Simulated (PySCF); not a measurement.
# A diatomic session: SmO

Aim: find the lowest electronic state of SmO, scan its bond at several levels of theory, and get bond length, wavenumber and dissociation energy from each curve.

Computed with PySCF 2.14.0. Level: Sm x2c-SVPall, O x2c-SVPall, spin-free X2C with a Gaussian nucleus.

**1. Set-up**

The job is set up so:

```yaml
atoms: Sm, O
charge: 0
basis: Sm x2c-SVPall, O x2c-SVPall
Hamiltonian: spin-free X2C with a Gaussian nucleus
basis_functions: 99
electrons_treated: 70
masses_in_u: 151.9197, 15.9949
levels: PBE0, PBE, r²SCAN, PW91, M06, LC-ωPBE, HF, MP2, SCS-MP2
grid: 80 radial by 434 angular points
occupations: held fixed by the projection of orbital angular momentum
dissociation_limit: Sm + O, each in its ground configuration
starting_distance_in_angstrom: 1.960
values_of_2S_to_try: 4, 6, 8
```

On the command line:

```bash
> OMP_NUM_THREADS=2 python dia.py task.json out
```

The runs that follow: First curve: PBE0; Other states along the same grid; PBE; r²SCAN; PW91 (GGA); M06 (hybrid meta-GGA); LC-ωPBE; UHF (mean field).

Before running it: what results should come out? Wanted: for each run, Re; ωe; De; μ.

As calculated:

Lowest PBE0 solution found, without spin–orbit coupling: septet, unpaired electrons σ ↑, π ↑↑, δ ↑↑, φ ↑, about 5.7 electrons in the 4f shell (Mulliken). State 2 has its PBE0 minimum 0.34 eV higher, as a spin-mixed determinant (⟨S²⟩ = 7.06), so this is no gap between pure states. State 3 has its PBE0 minimum 1.79 eV higher. The other levels ran on the lowest alone.

| level | Re (Å) | ωe (cm⁻¹) | De (eV) | μ (D) |
| --- | --- | --- | --- | --- |
| UHF | 1.795 | 880 | 3.19 | -4.48 |
| UHF-MP2 | 1.789 | 870 | 6.18 | n/a |
| UHF-SCS-MP2 | 1.792 | 882 | 6.24 | n/a |
| PBE | 1.833 | 754 | 6.40 | -4.18 |
| PW91 | 1.834 | 754 | 6.45 | -4.21 |
| r²SCAN | 1.825 | 772 | 6.33 | -4.06 |
| PBE0 | 1.811 | 761 | 5.39 | -4.27 |
| LC-ωPBE | 1.801 | 794 | 5.74 | -4.62 |

De is counted to Sm + O in their ground configurations. A positive dipole means Sm(−)O(+). No constants: M06 (the points don't follow one smooth fit).

In words: The methods spread over 0.045 Å in bond length, from UHF-MP2 to PW91. Among the levels with a De in the table, it runs from 3.19 eV (UHF) to 6.45 eV (PW91).

Correlated steps freeze 19 core orbitals. Spin–orbit coupling is left out, which matters for elements this heavy, above all for dissociation energies. With d or f electrons several states lie close, and the lowest PBE0 determinant need not be the measured ground state. At some levels the lowest empty orbital lies below the highest filled one (the two can be of opposite spin). With spin–orbit coupling the term label itself may not hold.
